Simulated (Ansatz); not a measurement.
**Ga₂SiH+ (triplet): the correlation ladder, cc-pVDZ**

Aim: climb from Hartree-Fock through coupled cluster for Ga₂SiH+ (triplet) at one geometry and basis, and see what each rung misses.

Computed with Ansatz 0.2.0, Gaussian basis. Level: cc-pVDZ, core rule «outside noble gas», up to 33 orbitals frozen.

To be run: UHF; CCSD(T) on ROHF; CCSD(T) on UHF; BCCD(T) on ROHF; CISD as a restricted active space (open shells left free, so some higher excitations enter); CCSDT(Q) on ROHF; CCSDT(Q) on UHF.

27 further runs of the same task are left out: 2 for a known fault of the program, 13 that didn't finish, 12 set aside as unsound or not needed. Runs told in other sessions of the task aren't counted.

## 1. The system

The geometry is a PBE0/def2-TZVP stationary point (not a proven minimum) of the parent state, kept for this charge and spin. No spin-orbit coupling is included. The filled d shell of Ga may be among the frozen orbitals whatever the setting's name suggests.

4 atoms, charge 1, spin multiplicity 3.

Atoms are counted from 1 here; the program's logs count them from 0.

Bond lengths: Ga1–Si2 2.533 Å, Si2–Ga3 2.533 Å, Si2–H4 1.526 Å. Angles: Ga1–Si2–Ga3 167.3°, Ga1–Si2–H4 96.3°, Ga3–Si2–H4 96.4°.

Geometry (Å):

```
Ga    0.00000   -0.52153    2.51717
Si   -0.00001   -0.24138   -0.00003
Ga    0.00000   -0.52153   -2.51720
H     0.00002    1.28445    0.00006
```

In the tables R marks a restricted open-shell determinant and U an unrestricted one; energies count from the table's Hartree-Fock row.

## 2. UHF

Input file in.yaml:

```yaml
crystal:
  periodic: [false, false, false]
  atoms:
    - {symbol: Ga, position_ang: [-0.000002, -0.521534, 2.517171]}
    - {symbol: Si, position_ang: [-0.000013, -0.241379, -0.000032]}
    - {symbol: Ga, position_ang: [-0.000002, -0.521533, -2.517195]}
    - {symbol: H, position_ang: [0.000016, 1.284446, 0.000056]}
basis:
  gaussian: {orbitals: cc-pVDZ}
total_charge: 1
magnetization: {spin_polarized: true, initial_magnetization: 2}
hamiltonian: {xc: hf}
output: {orbitals: {seedname: orbitals}}
```

Launch:

```console
$ ansatz run in.yaml --threads 1 --pin off --events-out ev --progress --plain --max-ram 2393MiB
```

Standard output:

```text
Functional definition: HF
  name "HF"
  cite "Fock, Z. Phys. 61, 126 (1930) doi:10.1007/BF01340294"
  parent pbe
  exchange = exact_x
  correlation = 0
876 factors; integrals over basis functions are off by at most 1.3e-3 eV
mean field evaluation 1: about -112536.5313 eV, gradient 1.1e1 eV
mean field evaluation 2: about -112536.5355 eV, gradient 1.1e1 eV
mean field evaluation 4: about -112538.0193 eV, gradient 1.5e0 eV
mean field evaluation 8: about -112538.1012 eV, gradient 1.5e-2 eV
mean field evaluation 16: about -112537.7702 eV, gradient 1.7e0 eV
mean field evaluation 32: about -112537.9590 eV, gradient 1.0e0 eV
mean field -112538.10117957 eV, -4135.6989372845 hartree, gradient 2.3e-5 eV, S^2 2.103625; 0 other end points of the search recorded, 0 dependent functions left out
reference -112538.10117957 eV, -4135.6989372845 hartree; 39, 37 occupied and 38, 40 virtual orbitals, 876 factors
Total energy: -112538.10117957 eV, -4135.6989372845 hartree
```

Run time: 4.2 s. Hardware: 1 thread of Intel Xeon at 2.60GHz, shared host.

From the report: ⟨S²⟩ of the determinant 2.104 (pure triplet: 2.00).

## 3. CCSD(T) on ROHF

Changes to in.yaml since step 2:

```diff
@@ -10,4 +10,4 @@
 total_charge: 1
-magnetization: {spin_polarized: true, initial_magnetization: 2}
-hamiltonian: {xc: hf}
-output: {orbitals: {seedname: orbitals}}
+magnetization: {spin_polarized: false, initial_magnetization: 2}
+correlation: {method: ccsd_t, electrons: outside_noble_gas}
+output: {forces: true}
```

Same command.

Standard output, shortened:

```text
Functional definition: HF
  name "HF"
  cite "Fock, Z. Phys. 61, 126 (1930) doi:10.1007/BF01340294"
  parent pbe
[...]
876 factors; integrals over basis functions are off by at most 1.3e-3 eV
[...]
mean field -112537.80443068 eV, -4135.6880319641 hartree, gradient 3.1e-6 eV, S^2 2.000000; 9 other end points of the search recorded, 0 dependent functions left out
[...]
determinant -112537.80443068 eV, -4135.6880319641 hartree, with singles and doubles -112543.22140490 eV, -4135.8871020946 hartree
determinant -112535.61334759 eV, -4135.6075111456 hartree, with singles and doubles -112541.21069484 eV, -4135.8132098631 hartree
determinant -112535.29600840 eV, -4135.5958491455 hartree, with singles and doubles -112540.90982866 eV, -4135.8021532349 hartree
determinant -112535.16699614 eV, -4135.5911080322 hartree, with singles and doubles -112540.77359400 eV, -4135.7971467032 hartree
[...]
33 core orbitals not correlated: weight in the atoms' cores, before any rotation towards them, 0.999 or more for the frozen orbitals, at most 0.001 for the correlated occupied ones
reference -112537.80443068 eV, -4135.6880319641 hartree; 6, 4 occupied and 38, 40 virtual orbitals, 876 factors
second order -4.20626072 eV of doubles, -0.11390507 eV of singles
cycle   1  -5.41653307 eV  change    4.4e-4 eV  update   1.3e-3
[...]
cycle  11  -5.41657821 eV  change   -3.1e-7 eV  update   1.8e-7
perturbative correction -0.21162632 eV, -0.0077771237 hartree
[...]
Total energy: -112543.43263521 eV, -4135.8948646656 hartree
Atom 0 at    -0.000002    -0.521534     2.517171 Å, force     0.000003    -0.068813     0.579035 eV/Å
Atom 1 at    -0.000013    -0.241379    -0.000032 Å, force    -0.000006     0.110428     0.000276 eV/Å
Atom 2 at    -0.000002    -0.521533    -2.517195 Å, force     0.000003    -0.068804    -0.579255 eV/Å
Atom 3 at     0.000016     1.284446     0.000056 Å, force     0.000000     0.027189    -0.000056 eV/Å
Dipole moment:     0.000001    -0.131796     0.000038 e Å
```

It took 24 s on 1 thread of Intel Xeon at 2.60GHz, shared host; peak memory 0.28 GiB.

From the report: correlation -5.6282 eV; T1 0.030; largest double amplitude 0.07.

## 4. CCSD(T) on UHF

Changes to in.yaml since step 3:

```diff
@@ -10,3 +10,3 @@
 total_charge: 1
-magnetization: {spin_polarized: false, initial_magnetization: 2}
+magnetization: {spin_polarized: true, initial_magnetization: 2}
 correlation: {method: ccsd_t, electrons: outside_noble_gas}
```

Launched as before.

Standard output, shortened:

```text
Functional definition: HF
  name "HF"
  cite "Fock, Z. Phys. 61, 126 (1930) doi:10.1007/BF01340294"
  parent pbe
[...]
876 factors; integrals over basis functions are off by at most 1.3e-3 eV
[...]
mean field -112538.10117957 eV, -4135.6989372845 hartree, gradient 1.8e-6 eV, S^2 2.103624; 8 other end points of the search recorded, 0 dependent functions left out
determinant -112538.10117957 eV, -4135.6989372845 hartree, with singles and doubles -112543.23249649 eV, -4135.8875097030 hartree
determinant -112535.91948255 eV, -4135.6187613977 hartree, with singles and doubles -112541.20770338 eV, -4135.8130999289 hartree
determinant -112535.74463218 eV, -4135.6123357653 hartree, with singles and doubles -112540.93708588 eV, -4135.8031549192 hartree
determinant -112535.16445683 eV, -4135.5910147142 hartree, with singles and doubles -112540.42030858 eV, -4135.7841637037 hartree
[...]
33 core orbitals not correlated: weight in the atoms' cores, before any rotation towards them, 0.999 or more for the frozen orbitals, at most 0.001 for the correlated occupied ones
reference -112538.10117957 eV, -4135.6989372845 hartree; 6, 4 occupied and 38, 40 virtual orbitals, 876 factors
second order -3.93279543 eV of doubles, -0.00000000 eV of singles
cycle   1  -5.13115352 eV  change    1.6e-4 eV  update   1.2e-3
[...]
cycle  11  -5.13133149 eV  change   -2.7e-7 eV  update   3.0e-7
perturbative correction -0.20034873 eV, -0.0073626800 hartree
[...]
Total energy: -112543.43285979 eV, -4135.8948729187 hartree
Atom 0 at    -0.000002    -0.521534     2.517171 Å, force     0.000003    -0.068331     0.576646 eV/Å
Atom 1 at    -0.000013    -0.241379    -0.000032 Å, force    -0.000006     0.108242     0.000276 eV/Å
Atom 2 at    -0.000002    -0.521533    -2.517195 Å, force     0.000003    -0.068322    -0.576867 eV/Å
Atom 3 at     0.000016     1.284446     0.000056 Å, force     0.000001     0.028412    -0.000056 eV/Å
Dipole moment:     0.000001    -0.131935     0.000038 e Å
```

It took 21 s on 1 thread of Intel Xeon at 2.60GHz, shared host; peak memory 0.28 GiB.

From the report: ⟨S²⟩ of the determinant 2.104 (pure triplet: 2.00); correlation -5.3317 eV; T1 0.032; largest double amplitude 0.07.

## 5. BCCD(T) on ROHF

Changes to in.yaml since step 4:

```diff
@@ -10,4 +10,3 @@
 total_charge: 1
-magnetization: {spin_polarized: true, initial_magnetization: 2}
-correlation: {method: ccsd_t, electrons: outside_noble_gas}
-output: {forces: true}
+magnetization: {spin_polarized: false, initial_magnetization: 2}
+correlation: {method: bccd_t, electrons: outside_noble_gas}
```

Same command.

Standard output, shortened:

```text
Functional definition: HF
  name "HF"
  cite "Fock, Z. Phys. 61, 126 (1930) doi:10.1007/BF01340294"
  parent pbe
[...]
876 factors; integrals over basis functions are off by at most 1.3e-3 eV
[...]
mean field -112537.80443068 eV, -4135.6880319641 hartree, gradient 3.1e-6 eV, S^2 2.000000; 9 other end points of the search recorded, 0 dependent functions left out
[...]
determinant -112537.80443068 eV, -4135.6880319641 hartree, with singles and doubles -112543.22140490 eV, -4135.8871020946 hartree
determinant -112535.61334759 eV, -4135.6075111456 hartree, with singles and doubles -112541.21069484 eV, -4135.8132098631 hartree
determinant -112535.29600840 eV, -4135.5958491455 hartree, with singles and doubles -112540.90982866 eV, -4135.8021532349 hartree
determinant -112535.16699614 eV, -4135.5911080322 hartree, with singles and doubles -112540.77359400 eV, -4135.7971467032 hartree
determinant -112534.97444112 eV, -4135.5840317659 hartree, with singles and doubles -112540.40931439 eV, -4135.7837596744 hartree
determinant -112534.78095424 eV, -4135.5769212542 hartree, with singles and doubles -112540.51788128 eV, -4135.7877494343 hartree
determinant -112534.77123302 eV, -4135.5765640060 hartree, with singles and doubles -112540.61389678 eV, -4135.7912779387 hartree
33 core orbitals not correlated: weight in the atoms' cores, before any rotation towards them, 0.999 or more for the frozen orbitals, at most 0.001 for the correlated occupied ones
reference -112537.80443068 eV, -4135.6880319641 hartree; 6, 4 occupied and 38, 40 virtual orbitals, 876 factors
second order -4.20626072 eV of doubles, -0.11390507 eV of singles
cycle   1  -5.41803936 eV  change   -1.1e-3 eV  update   6.4e-3
[...]
cycle  10  -5.41201269 eV  change    2.2e-6 eV  update   5.3e-6
perturbative correction -0.21592435 eV, -0.0079350735 hartree
Total energy: -112543.43236772 eV, -4135.8948548354 hartree
```

Wall time 19 s (1 thread of Intel Xeon at 2.60GHz, shared host).

From the report: correlation -5.6279 eV; largest double amplitude 0.07.

## 6. CISD as a restricted active space (open shells left free, so some higher excitations enter)

Changes to in.yaml since step 5:

```diff
@@ -11,2 +11,2 @@
 magnetization: {spin_polarized: false, initial_magnetization: 2}
-correlation: {method: bccd_t, electrons: outside_noble_gas}
+correlation: {active_space: {ras: {orbitals: [4, 2, 38], electrons: 10, max_holes: 2, max_particles: 2}, fixed_orbitals: true}}
```

Same command.

Standard output:

```text
Functional definition: HF
  name "HF"
  cite "Fock, Z. Phys. 61, 126 (1930) doi:10.1007/BF01340294"
  parent pbe
  exchange = exact_x
  correlation = 0
876 factors; integrals over basis functions are off by at most 1.3e-3 eV
mean field evaluation 1: about -112536.6452 eV, gradient 1.2e1 eV
mean field evaluation 2: about -112536.6492 eV, gradient 1.2e1 eV
mean field evaluation 4: about -112537.7803 eV, gradient 1.3e0 eV
mean field evaluation 8: about -112537.8044 eV, gradient 1.7e-3 eV
mean field evaluation 16: about -112536.8110 eV, gradient 5.1e0 eV
mean field -112537.80443068 eV, -4135.6880319641 hartree, gradient 3.1e-6 eV, S^2 2.000000; 3 other end points of the search recorded, 0 dependent functions left out
reference -112537.80443068 eV, -4135.6880319641 hartree; 39, 37 occupied and 38, 40 virtual orbitals, 876 factors
state -112542.69278973 eV, -4135.8676758455 hartree
Total energy: -112542.69278973 eV, -4135.8676758455 hartree
```

It took 6.5 s on 1 thread of Intel Xeon at 2.60GHz, shared host.

From the report: 206,832 determinants.

## 7. CCSDT(Q) on ROHF

Changes to in.yaml since step 6:

```diff
@@ -11,2 +11,2 @@
 magnetization: {spin_polarized: false, initial_magnetization: 2}
-correlation: {active_space: {ras: {orbitals: [4, 2, 38], electrons: 10, max_holes: 2, max_particles: 2}, fixed_orbitals: true}}
+correlation: {method: ccsdt_q, electrons: outside_noble_gas}
```

Same command.

Standard output, shortened:

```text
Functional definition: HF
  name "HF"
  cite "Fock, Z. Phys. 61, 126 (1930) doi:10.1007/BF01340294"
  parent pbe
[...]
1530 factors; integrals over basis functions are off by at most 1.8e-7 eV
[...]
mean field -112537.80450244 eV, -4135.6880346010 hartree, gradient 3.2e-6 eV, S^2 2.000000; 9 other end points of the search recorded, 0 dependent functions left out
[...]
determinant -112537.80450244 eV, -4135.6880346010 hartree, with singles and doubles -112543.22148115 eV, -4135.8871048970 hartree
determinant -112535.61342212 eV, -4135.6075138844 hartree, with singles and doubles -112541.21077060 eV, -4135.8132126472 hartree
determinant -112535.29607921 eV, -4135.5958517478 hartree, with singles and doubles -112540.90990147 eV, -4135.8021559106 hartree
determinant -112535.16707394 eV, -4135.5911108915 hartree, with singles and doubles -112540.77367692 eV, -4135.7971497506 hartree
determinant -112534.97450808 eV, -4135.5840342264 hartree, with singles and doubles -112540.40941544 eV, -4135.7837633880 hartree
determinant -112534.78102782 eV, -4135.5769239581 hartree, with singles and doubles -112540.51795844 eV, -4135.7877522699 hartree
determinant -112534.77131213 eV, -4135.5765669133 hartree, with singles and doubles -112540.61398367 eV, -4135.7912811318 hartree
33 core orbitals not correlated: weight in the atoms' cores, before any rotation towards them, 0.999 or more for the frozen orbitals, at most 0.001 for the correlated occupied ones
reference -112537.80450244 eV, -4135.6880346010 hartree; 6, 4 occupied and 38, 40 virtual orbitals, 1530 factors
second order -4.20628144 eV of doubles, -0.11390510 eV of singles
cycle   1  -5.06288718 eV  change   -7.4e-1 eV  update   1.0e-1
[...]
cycle  21  -5.67364937 eV  change   -2.7e-7 eV  update   2.9e-7
perturbative correction -0.01515700 eV, -0.0005570096 hartree
Total energy: -112543.49330881 eV, -4135.8970943791 hartree
```

Run time: 69 s. Hardware: 1 thread of Intel Xeon at 2.60GHz, shared host; peak memory 0.6 GiB.

From the report: correlation -5.6888 eV; T1 0.031; largest double amplitude 0.09.

## 8. CCSDT(Q) on UHF

Changes to in.yaml since step 7:

```diff
@@ -10,3 +10,3 @@
 total_charge: 1
-magnetization: {spin_polarized: false, initial_magnetization: 2}
+magnetization: {spin_polarized: true, initial_magnetization: 2}
 correlation: {method: ccsdt_q, electrons: outside_noble_gas}
```

The command is unchanged.

Standard output, shortened:

```text
Functional definition: HF
  name "HF"
  cite "Fock, Z. Phys. 61, 126 (1930) doi:10.1007/BF01340294"
  parent pbe
[...]
1530 factors; integrals over basis functions are off by at most 1.8e-7 eV
[...]
mean field -112538.10125187 eV, -4135.6989399415 hartree, gradient 2.0e-6 eV, S^2 2.103625; 10 other end points of the search recorded, 0 dependent functions left out
determinant -112538.10125187 eV, -4135.6989399415 hartree, with singles and doubles -112543.23257247 eV, -4135.8875124952 hartree
determinant -112535.91956115 eV, -4135.6187642864 hartree, with singles and doubles -112541.20777815 eV, -4135.8131026766 hartree
determinant -112535.74470609 eV, -4135.6123384813 hartree, with singles and doubles -112540.93715763 eV, -4135.8031575558 hartree
determinant -112535.16452650 eV, -4135.5910172747 hartree, with singles and doubles -112540.42038490 eV, -4135.7841665085 hartree
determinant -112535.11682879 eV, -4135.5892644161 hartree, with singles and doubles -112540.54247003 eV, -4135.7886530542 hartree
determinant -112535.10036416 eV, -4135.5886593520 hartree, with singles and doubles -112540.63005734 eV, -4135.7918718285 hartree
33 core orbitals not correlated: weight in the atoms' cores, before any rotation towards them, 0.999 or more for the frozen orbitals, at most 0.001 for the correlated occupied ones
reference -112538.10125187 eV, -4135.6989399415 hartree; 6, 4 occupied and 38, 40 virtual orbitals, 1530 factors
second order -3.93281492 eV of doubles, -0.00000000 eV of singles
cycle   1  -4.69904936 eV  change   -7.7e-1 eV  update   1.1e-1
[...]
cycle  21  -5.38112298 eV  change   -3.7e-7 eV  update   3.8e-7
perturbative correction -0.01517123 eV, -0.0005575325 hartree
Total energy: -112543.49754609 eV, -4135.8972500961 hartree
```

It took 65 s on 1 thread of Intel Xeon at 2.60GHz, shared host; peak memory 0.53 GiB.

From the report: ⟨S²⟩ of the determinant 2.104 (pure triplet: 2.00); correlation -5.3963 eV; T1 0.035; largest double amplitude 0.09.

## 9. The ladder

The yardstick is UCCSDT(Q), where the cluster series has nearly closed. Rows without a time are mean-field rows or come out of runs for another level: lower rungs of the coupled-cluster runs, or the Hartree-Fock search. The times of RCCSD(T), UCCSD(T) include forces.

Differences are taken before rounding.

```tsv
method	energy from the lowest ROHF (meV)	from UCCSDT(Q) (meV)	time
ROHF	0.0	+5693.1	
UHF	-296.7	+5396.4	
RMP2	-4320.2	+1372.9	
UMP2	-4229.5	+1463.6	
CISD	-4888.4	+804.8	6.5 s
RCCSD	-5416.6	+276.5	
UCCSD	-5428.1	+265.0	
RCCSD(T)	-5628.2	+64.9	24 s
UCCSD(T)	-5628.4	+64.7	21 s
BCCD(T)	-5627.9	+65.2	19 s
RCCSDT	-5673.7	+19.4	
UCCSDT	-5677.9	+15.2	
RCCSDT(Q)	-5688.9	+4.2	69 s
UCCSDT(Q)	-5693.1	0	65 s
```

Among the levels timed on like hardware and quicker than the yardstick, those that no quicker one beats, quickest first: CISD (6.5 s, +804.8 meV); BCCD(T) (19 s, +65.2 meV); UCCSD(T) (21 s, +64.7 meV).

## 10. Summary of results

```
                         quantity                      value
    UCCSDT(Q) from the ROHF energy                 -5.6931 eV
              RMP2 from UCCSDT(Q)                +1372.9 meV
              UMP2 from UCCSDT(Q)                +1463.6 meV
             RCCSD from UCCSDT(Q)                 +276.5 meV
          RCCSD(T) from UCCSDT(Q)                  +64.9 meV
          UCCSD(T) from UCCSDT(Q)                  +64.7 meV
         RCCSDT(Q) from UCCSDT(Q)                   +4.2 meV
levels within 1 kcal/mol (43 meV)  RCCSDT, UCCSDT, RCCSDT(Q)
                    T1 diagnostic                      0.030
```

In words: RCCSD(T) misses by +64.9 meV, 1.1 % of the correlation energy. These misses are within one basis, not against nature; the frozen cores of restricted and unrestricted runs differ, which can shift their rows.

With open shells the CI space here admits some higher excitations, so it is larger than plain CISD.

UCCSD(T) reaches 64.7 meV from the reference in 21 s, where UCCSDT(Q) took 65 s; the quickest level in the cost chart, CISD, takes 6.5 s and misses by 804.8 meV.
